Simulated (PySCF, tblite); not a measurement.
# C₃H₇N₃Si: geometry, infrared bands and NMR shifts

Wanted: the infrared bands and NMR shifts of C₃H₇N₃Si (`Cc1cnn([SiH3])n1`), by calculation.

Computed with tblite 0.8.0 and PySCF 2.14.0, with density-fitted response routines of our own, on a single molecule in the gas phase. Atoms count from 0, in the outputs and in this text.

## 1. The molecule as given

14 atoms, charge 0, multiplicity 1; geometry from: force field or distance geometry start.

Bonds of the start (Å): C0–C1 1.49, C1–C2 1.39, C2–N3 1.35, N3–N4 1.34, N4–Si5 1.79, N4–N6 1.32, N6–C1 1.36, C0–H7 1.12, C0–H8 1.10, C0–H9 1.11, C2–H10 1.11, Si5–H11 1.47, Si5–H12 1.47, Si5–H13 1.45.

## 2. Optimising the geometry with GFN2-xTB

The job: settings as JSON, then the geometry in Å.

```
{"job": {"kind": "relax", "xc": "GFN2-xTB", "basis": "xTB"}, "charge": 0, "multiplicity": 1}
C     -2.482300    -0.581100     0.009000
C     -1.122500     0.019400     0.045300
C     -0.760100     1.336700     0.297100
N      0.590300     1.419800     0.230200
N      1.059700     0.192400    -0.013300
Si     2.782200    -0.274300    -0.201300
N      0.053500    -0.649000    -0.137000
H     -2.825800    -0.809000     1.050200
H     -3.232000     0.069300    -0.462900
H     -2.461100    -1.570400    -0.492700
H     -1.455800     2.177400     0.488900
H      3.283900     0.156600    -1.515500
H      2.950100    -1.733400    -0.187900
H      3.619200     0.245100     0.867600
```

Run with:

```bash
OMP_NUM_THREADS=1 python probes_run.py task.json out
```

The driver reads the jobs from task.json and runs them one after another.

**Question.** This job is followed by: GFN2-xTB harmonic vibrations, gas phase; GIAO PBE0/pcSseg-1 NMR shielding, non-relativistic, gas phase. Predict these results of the whole session: strongest single infrared mode (GFN2-xTB); zero-point energy (GFN2-xTB); 13C shifts against TMS (PBE0/pcSseg-1); 1H shifts against TMS (PBE0/pcSseg-1, means over atoms taken as alike); 15N shifts against NH3 (PBE0/pcSseg-1); 29Si shifts against TMS (PBE0/pcSseg-1).

The runs gave:

| quantity | value |
| --- | --- |
| strongest single infrared mode (GFN2-xTB) | 789 cm⁻¹, 385 km/mol |
| zero-point energy (GFN2-xTB) | 61.7 kcal/mol |
| 13C shifts against TMS (PBE0/pcSseg-1) | 151.1, 142.8, 13.0 ppm |
| 1H shifts against TMS (PBE0/pcSseg-1, means over atoms taken as alike) | 7.77, 5.26, 2.55 ppm |
| 15N shifts against NH3 (PBE0/pcSseg-1) | 384.3, 378.4, 265.8 ppm |
| 29Si shifts against TMS (PBE0/pcSseg-1) | -46.2 ppm |

**Reading.** The optimisation took 27 steps and gained 0.392 eV; among the close pairs (by a distance rule), C1–N6 changed most, from 1.365 to 1.321 Å. The lowest mode is imaginary (33i cm⁻¹), so the xTB geometry is not a minimum. The strongest single mode, at 789 cm⁻¹, moves mainly H13 and H11. Unscaled tight-binding wavenumbers are off by several per cent, some by more. Its intensities can rank the bands wrongly. At PBE0/pcSseg-1: Shielding is most anisotropic at N3 (span 536 ppm, paramagnetic term -442 ppm). NICS(1)zz of -33 ppm above the planar ring from C1 marks a diatropic (aromatic) ring current.
